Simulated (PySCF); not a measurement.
# C₆H₁₅P₃S: magnetic properties

What do calculations give for the magnetic properties of C₆H₁₅P₃S (`CP1CCP(=S)(CP)CC1`)?

Computed with PySCF 2.14.0 and routines of our own; the level stands in each step. Atoms count from 0.

## Step 1: The starting structure

25 atoms, charge 0, multiplicity 1; geometry from: GFN2-xTB.

## Step 2: Magnetic properties: GIAO B97-2/pcSseg-1

What the job is given:

```
{"job": {"kind": "mag", "xc": "B97-2", "basis": "pcSseg-1", "isotopologues": 0}, "charge": 0, "multiplicity": 1}
C     -3.504904    -0.001252     0.709985
P     -1.994920    -0.814056     0.033969
C     -1.479723     0.524230    -1.154258
C     -0.066694     0.266950    -1.659681
P      1.118490     0.572692    -0.282412
S      1.134820     2.403235     0.346202
C      2.712475    -0.059451    -0.978334
P      4.199344     0.137651     0.126269
C      0.618856    -0.656621     0.995534
C     -0.818496    -0.365780     1.406463
H     -3.857781    -0.572522     1.567208
H     -3.298455     1.024930     1.012332
H     -4.281257    -0.009932    -0.053443
H     -2.187023     0.522087    -1.989138
H     -1.525050     1.503449    -0.663105
H      0.040815    -0.756508    -2.029076
H      0.194038     0.965726    -2.463127
H      2.903097     0.514788    -1.893701
H      2.607038    -1.112410    -1.256001
H      3.641932    -0.505805     1.232146
H      3.825509     1.392023     0.605206
H      0.723507    -1.671071     0.601228
H      1.294388    -0.531851     1.849335
H     -0.922964     0.695901     1.660359
H     -1.087976    -0.959630     2.285174
```

Level: GIAO B97-2/pcSseg-1 magnetisability, rotational g tensor and spin-rotation constants, non-relativistic, gas phase.

Launch:

```console
> OMP_NUM_THREADS=1 python excited_run.py task.json out
```

This one command runs all jobs of the session in turn.

What it wrote:

```text
coarse grid: 22312 points
cycle   1  E = -1659.7286757209  dE =  1.108e+00  |g| = 5.404e-01  |ddm| = 4.722e+00
cycle   2  E = -1659.6874440763  dE =  4.123e-02  |g| = 6.721e-01  |ddm| = 1.841e+00
cycle   3  E = -1659.8084785367  dE = -1.210e-01  |g| = 1.145e-01  |ddm| = 1.260e+00
cycle   4  E = -1659.8118568322  dE = -3.378e-03  |g| = 4.099e-02  |ddm| = 2.514e-01
cycle   5  E = -1659.8123157180  dE = -4.589e-04  |g| = 9.999e-03  |ddm| = 7.461e-02
cycle   6  E = -1659.8123424878  dE = -2.677e-05  |g| = 2.808e-03  |ddm| = 1.738e-02
cycle   7  E = -1659.8123441800  dE = -1.692e-06  |g| = 9.542e-04  |ddm| = 3.462e-03
final grid: 195352 points
cycle   8  E = -1659.8640524252  dE = -1.241e-04  |g| = 4.762e-03  |ddm| = 6.139e-02
cycle   9  E = -1659.8640515116  dE =  9.136e-07  |g| = 3.985e-03  |ddm| = 1.045e-02
cycle  10  E = -1659.8640548609  dE = -3.349e-06  |g| = 1.730e-03  |ddm| = 8.569e-03
cycle  11  E = -1659.8640556450  dE = -7.841e-07  |g| = 3.706e-04  |ddm| = 3.080e-03
cycle  12  E = -1659.8640556816  dE = -3.664e-08  |g| = 9.417e-05  |ddm| = 6.286e-04
cycle  13  E = -1659.8640556835  dE = -1.905e-09  |g| = 3.868e-05  |ddm| = 1.662e-04
cycle  14  E = -1659.8640556839  dE = -3.988e-10  |g| = 6.977e-06  |ddm| = 5.752e-05
converged SCF energy = -1659.8640556839

Magnetisability tensor (1e-30 J/T^2)
    -2493.86      -38.50      -29.29
      -38.50    -2387.67       89.90
      -29.29       89.90    -2517.44
isotropic -2466.33   principal values   -2564.63  -2506.35  -2327.99
isotropic susceptibility -148.526 1e-6 cm^3/mol

Inertial axes            a          b          c
rot. const./GHz      1.4676     0.4099     0.3922
chi total          -150.625   -144.209   -150.742
chi diamagnetic   -1007.564  -3028.879  -3118.568
chi paramagnetic    856.939   2884.670   2967.826
quadrupole/D A       -3.209     -7.467     10.676
g nuclear            0.5792     0.5515     0.5423
g electronic        -0.5908    -0.5555    -0.5468
g total             -0.0116    -0.0040    -0.0046

Spin-rotation constants (kHz, H = +C I.J)
atom  isotope        aa         bb         cc
  1    31P        2.223      0.571      0.555
  4    31P        2.602      0.583      0.696
  7    31P        1.589      0.438      0.395
 10     1H       -0.123     -0.033     -0.015
 11     1H       -0.143     -0.004     -0.038
 12     1H       -0.066     -0.047     -0.017
 13     1H       -0.082     -0.046     -0.011
 14     1H       -0.157      0.001     -0.029
 15     1H       -0.167     -0.001     -0.031
 16     1H       -0.144     -0.024     -0.015
 17     1H       -0.140     -0.033     -0.013
 18     1H       -0.154     -0.002     -0.040
 19     1H       -0.106     -0.034     -0.015
 20     1H       -0.137      0.004     -0.029
 21     1H       -0.171      0.003     -0.036
 22     1H       -0.104     -0.047     -0.002
 23     1H       -0.154      0.004     -0.034
 24     1H       -0.133     -0.031     -0.011
  0    13C*       0.205      0.056      0.057
  2    13C*       0.247      0.061      0.062
  3    13C*       0.256      0.070      0.068
  5    33S*       0.177      0.057      0.043
  6    13C*       0.227      0.057      0.064
* in the singly substituted isotopologue
```

Run time: 5.5 min. Hardware: 1 thread of Intel Xeon at 2.50GHz, shared host; peak memory 1.4 GiB.

From this job:

| quantity | value |
| --- | --- |
| magnetisability | -2466·10⁻³⁰ J/T² |
| molar susceptibility | -148.5·10⁻⁶ cm³/mol |
| rotational g (a, b, c) | -0.0116, -0.0040, -0.0046 |

The fields below are evaluated on a grid from the run's orbitals.

Frontier orbitals at B97-2/pcSseg-1, with the share of their density that lies nearest to each atom:

| orbital | energy (eV) | lies on |
| --- | --- | --- |
| HOMO | -6.28 | S5 56 %; P1 17 % |
| LUMO | 0.41 | P7 22 %; H18, H19 about 10 % each; H17 8 % |

ELF in a plane through or near 13 of the atoms.

Values, 10 rows by 14 columns:
```
0.00 0.00 0.00 0.00 0.00 0.00 0.00 0.00 0.00 0.00 0.00 0.00 0.00 0.00
0.00 0.00 0.00 0.00 0.00 0.00 0.01 0.00 0.00 0.00 0.00 0.00 0.00 0.00
0.00 0.00 0.00 0.03 0.08 0.04 0.97 0.47 0.46 0.99 0.03 0.00 0.00 0.00
0.00 0.00 0.00 0.93 0.99 0.02 0.71 0.50 0.74 0.97 0.01 0.04 0.00 0.00
0.00 0.65 0.61 0.45 0.34 0.78 0.86 0.46 0.84 0.52 0.41 1.00 0.68 0.00
0.05 0.97 0.80 0.19 0.68 0.55 0.84 0.09 0.61 0.49 0.20 0.77 0.11 0.00
0.01 0.81 0.80 0.97 0.72 0.31 0.38 0.90 0.21 0.10 0.84 1.00 0.16 0.00
0.00 0.02 0.09 0.99 0.59 0.89 0.98 0.19 0.99 0.42 0.07 0.71 0.00 0.00
0.00 0.00 0.00 0.01 0.00 0.01 0.02 0.01 0.48 0.03 0.00 0.00 0.00 0.00
0.00 0.00 0.00 0.00 0.00 0.00 0.00 0.00 0.00 0.00 0.00 0.00 0.00 0.00
```
The map spans 13.7 Å across and 10.3 Å up, centred on the molecule. Atoms in the plane (x, y in Å): C0 (3.6, -0.3), C2 (1.3, 1.4), C3 (-0.1, 1.6), C6 (-2.8, 0.6), C8 (-0.5, -1.2), C9 (1.0, -1.4), H10 (4.0, -1.3), H12 (4.3, 0.5), H13 (2.0, 2.3), H17 (-3.1, 1.6), H19 (-3.5, -1.7), H22 (-1.1, -2.1), H24 (1.3, -2.3).

log10 of the density (e/Å³) in the same plane.

Ten even steps from '0' (-4.0) to '9' (0.9):
```
0000000000000000000000000000
0000000000001100000000000000
0000000000112221111000000000
0000000111234443333210000000
0000012333456665565421000000
0000134555467876787532110000
0011246776568887887643321000
0123446887668988987545543100
1245567898778777887667764200
2356777888787766777788864310
2456788777778766777899764310
2356798765678878877788764200
2345778865678889876678763200
1234567765688778875456543100
0123456654677667875444432000
0012234433455445654322210000
0000112221233233432100000000
0000000000000011110000000000
0000000000000000000000000000
0000000000000000000000000000
```
The map spans 13.7 Å across and 10.3 Å up, centred on the molecule. Atoms in the plane (x, y in Å): C0 (3.6, -0.3), C2 (1.3, 1.4), C3 (-0.1, 1.6), C6 (-2.8, 0.6), C8 (-0.5, -1.2), C9 (1.0, -1.4), H10 (4.0, -1.3), H12 (4.3, 0.5), H13 (2.0, 2.3), H17 (-3.1, 1.6), H19 (-3.5, -1.7), H22 (-1.1, -2.1), H24 (1.3, -2.3).

On the surface of density 0.002 e/bohr³ the electrostatic potential runs, from the 1st to the 99th percentile, from -1.23 V near S5 to 1.28 V near H18.

## Step 3: Magnetic properties: GIAO KT3/MINI in benzene

The job, as its differences from that of step 2:

```diff
@@ -1,2 +1,2 @@
-{"job": {"kind": "mag", "xc": "B97-2", "basis": "pcSseg-1", "isotopologues": 0}, "charge": 0, "multiplicity": 1}
+{"job": {"kind": "mag", "xc": "KT3", "basis": "MINI", "solvent": "benzene"}, "charge": 0, "multiplicity": 1}
 C     -3.504904    -0.001252     0.709985
```

Method: GIAO KT3/MINI magnetisability, non-relativistic, IEF-PCM benzene.

What it wrote:

```text
coarse grid: 22312 points
cycle   1  E = -1664.8097803169  dE =  6.015e-01  |g| = 4.432e-01  |ddm| = 7.369e+00
cycle   2  E = -1664.7167221589  dE =  9.306e-02  |g| = 6.342e-01  |ddm| = 3.067e+00
cycle   3  E = -1664.8899362107  dE = -1.732e-01  |g| = 1.657e-01  |ddm| = 2.150e+00
cycle   4  E = -1664.9003627538  dE = -1.043e-02  |g| = 2.469e-02  |ddm| = 4.540e-01
cycle   5  E = -1664.9005694766  dE = -2.067e-04  |g| = 9.802e-03  |ddm| = 6.907e-02
cycle   6  E = -1664.9006049481  dE = -3.547e-05  |g| = 1.174e-03  |ddm| = 2.219e-02
cycle   7  E = -1664.9006054987  dE = -5.506e-07  |g| = 4.568e-04  |ddm| = 3.804e-03
final grid: 195352 points
cycle   8  E = -1664.8454060534  dE = -3.566e-05  |g| = 9.768e-03  |ddm| = 4.903e-02
cycle   9  E = -1664.8453578601  dE =  4.819e-05  |g| = 1.483e-02  |ddm| = 5.351e-02
cycle  10  E = -1664.8454388384  dE = -8.098e-05  |g| = 2.039e-03  |ddm| = 3.718e-02
cycle  11  E = -1664.8454406949  dE = -1.856e-06  |g| = 1.529e-04  |ddm| = 5.844e-03
cycle  12  E = -1664.8454407041  dE = -9.206e-09  |g| = 5.778e-05  |ddm| = 4.665e-04
cycle  13  E = -1664.8454407053  dE = -1.180e-09  |g| = 1.056e-05  |ddm| = 1.337e-04
cycle  14  E = -1664.8454407053  dE = -5.639e-11  |g| = 3.019e-06  |ddm| = 3.016e-05
converged SCF energy = -1664.8454407053

Magnetisability tensor (1e-30 J/T^2)
    -2817.68      -35.17      -16.02
      -35.17    -2648.64      128.27
      -16.02      128.27    -2866.09
isotropic -2777.47   principal values   -2925.51  -2824.04  -2582.86
isotropic susceptibility -167.263 1e-6 cm^3/mol

Inertial axes            a          b          c
rot. const./GHz      1.4676     0.4099     0.3922
chi total          -170.087   -160.439   -171.263
chi diamagnetic   -1031.179  -3054.841  -3143.934
chi paramagnetic    861.092   2894.402   2972.671
quadrupole/D A       -5.530     -5.800     11.329
```

It took 65 s on 1 thread of Intel Xeon at 2.50GHz, shared host; peak memory 0.77 GiB.

In short:

| quantity | value |
| --- | --- |
| magnetisability | -2777·10⁻³⁰ J/T² |
| molar susceptibility | -167.3·10⁻⁶ cm³/mol |

## Step 4: Outcome

```
                                            quantity                      value
       magnetisability (step 2, GIAO B97-2/pcSseg-1)           -2466·10⁻³⁰ J/T²
  molar susceptibility (step 2, GIAO B97-2/pcSseg-1)        -148.5·10⁻⁶ cm³/mol
rotational g (a, b, c) (step 2, GIAO B97-2/pcSseg-1)  -0.0116, -0.0040, -0.0046
               surface potential, 1st and 99th percentile         -1.23 V and 1.28 V
```

What this shows: The values above hold for this geometry and these levels alone. Vibrational averaging and real surroundings are missing from these values.
